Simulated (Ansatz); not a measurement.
Crystal: NiMoIrPdW.

```
Ni Mo Pd Ir W
1.0
     2.77046    0.00000    0.00000
    -1.38523    2.39928    0.00000
     0.00000    0.00000   21.88122
Ni Mo Pd Ir W
2 2 2 2 2
Direct
  0.33333 0.66667 0.04433
  0.66667 0.33333 0.95562
  0.66667 0.33333 0.34270
  0.66667 0.33333 0.76320
  0.33333 0.66667 0.44768
  0.33333 0.66667 0.65723
  0.33333 0.66667 0.23988
  0.33333 0.66667 0.86050
  0.66667 0.33333 0.13646
  0.66667 0.33333 0.55240
```

The cell was built by a generator and needn't be a form met in nature.

Base run:

| Quantity | Value |
| --- | --- |
| Program | Ansatz 0.2.0 |
| Functional | PBE |
| Potentials or basis | Ansatz NC with PseudoDojo standard (PBE files) |
| Cutoff | 1400 eV (not typed: the program's choice for these potentials) |
| k mesh | 11 × 11 × 2 |
| Occupations | fermi-dirac, width 0.05 eV |
| Spin | collinear spin, ferromagnetic start |
| Starting moments | [1.0, 1.0, 1.0, 1.0, 0.0, 0.0, 0.6, 0.6, 0.0, 0.0] μB |

Its results: band gap on the k mesh none (metal or under the smearing width); pressure 0.0 GPa; net moment 0.22 μB per cell; largest force 0.156 eV/Å.

Question: The run is repeated on the same cell with these changes: potentials or basis from Ansatz NC with PseudoDojo standard (PBE files) to Ansatz PAW; cutoff from 1400 eV (not typed: the program's choice for these potentials) to 420 eV (not typed: the program's choice for these potentials). What comes out?

Answer: Band gap on the k mesh none (metal or under the smearing width); pressure -0.1 GPa; net moment 0.00 μB per cell; largest force 0.149 eV/Å.

Caveats: the starting moments weren't kept.
